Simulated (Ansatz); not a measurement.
# Cu: other elements on the same sites

An exercise on one series of results from a longer session: the logs are not shown, and one member is left open.

Program: Ansatz 0.2.0. Level of theory: DFT PBEsol, scalar-relativistic, plane waves, PAW. These are calculated values, not measurements.

1 further run of the same task is left out (set aside as unsound or not needed).

## The starting structure

Symmetry: P6_3/mmc, No. 194, hexagonal system. Conventional cell: a = 2.521 Å, b = 2.521 Å, c = 4.117 Å, α = 90.00°, β = 90.00°, γ = 120.00°. Cu (site symmetry -6m2) is surrounded by 12 Cu at 2.52 Å.

Coordinates:

```cif
data_structure
_symmetry_space_group_name_H-M 'P6_3/mmc'
_symmetry_Int_Tables_number 194
_cell_length_a 2.5206
_cell_length_b 2.5206
_cell_length_c 4.1165
_cell_angle_alpha 90.000
_cell_angle_beta 90.000
_cell_angle_gamma 120.000
_cell_volume 22.65
loop_
_atom_site_label
_atom_site_type_symbol
_atom_site_symmetry_multiplicity
_atom_site_Wyckoff_symbol
_atom_site_fract_x
_atom_site_fract_y
_atom_site_fract_z
_atom_site_occupancy
Cu1 Cu 2 c 0.33333 0.66667 0.25000 1
```

It goes back to an entry of the Materials Project, which need not be the stable form.

This cell was relaxed beforehand with the same method: volume 11.32 Å³/atom, gap on the mesh none (metal).

Set-up of the first run:

Input file input.yaml:

```yaml
crystal:
  lattice:
    - [3.3015722709, 0.0, 0.0]
    - [-1.6507861355, 2.8592454591, 0.0]
    - [0.0, 0.0, 5.3919889975]
  atoms:
    - { symbol: Sr, position: [0.3333333333, 0.6666666667, 0.25] }
    - { symbol: Sr, position: [0.6666666667, 0.3333333333, 0.75] }
basis:
  ecutwfc: 420
kpoints:
  mp_grid: { grid: [6, 6, 4] }
hamiltonian:
  xc: pbesol
scf:
  occupations: { method: gaussian, width: 0.1 }
output:
  forces: true
  stress: true
  eigenvalues: true
```

The run is started by

```bash
$ ansatz run input.yaml --threads 1 --pin off --max-ram 2560MiB --backend cpu --events-out ev --progress --plain --runs-dir out
```

Among the steps run: Quick check of gap, pressure and forces (Sr); A loose first relaxation (Sr); The relaxation (Sr); Probe: one point at the start (Cd); A loose first relaxation (Cd); The relaxation (Cd).

One table of the session follows, with a row left open; its other results are not shown here.

Lengths are those of the vectors of the cell that was run:

| swap | volume (Å³/atom) | a (Å) | b (Å) | c (Å) |
| --- | --- | --- | --- | --- |
| none | 11.32 | 2.521 | 2.521 | 4.117 |
| Cu → Ag | 16.69 | 2.868 | 2.868 | 4.688 |
| Cu → Ca | ? | ? | ? | ? |
| Cu → Sr | 52.39 | 4.195 | 4.195 | 6.874 |
| Cu → Cd | 21.05 | 2.945 | 2.945 | 5.605 |

Q: Estimate the row for Cu → Ca from the others.

The run gave: volume (Å³/atom): 40.74; a (Å): 3.853; b (Å): 3.853; c (Å): 6.339. In the column «volume (Å³/atom)» it lies between Cu → Cd (21.05) and Cu → Sr (52.39).

Lengths are those of the computed cell. Rows of earlier swaps come from the sessions before.
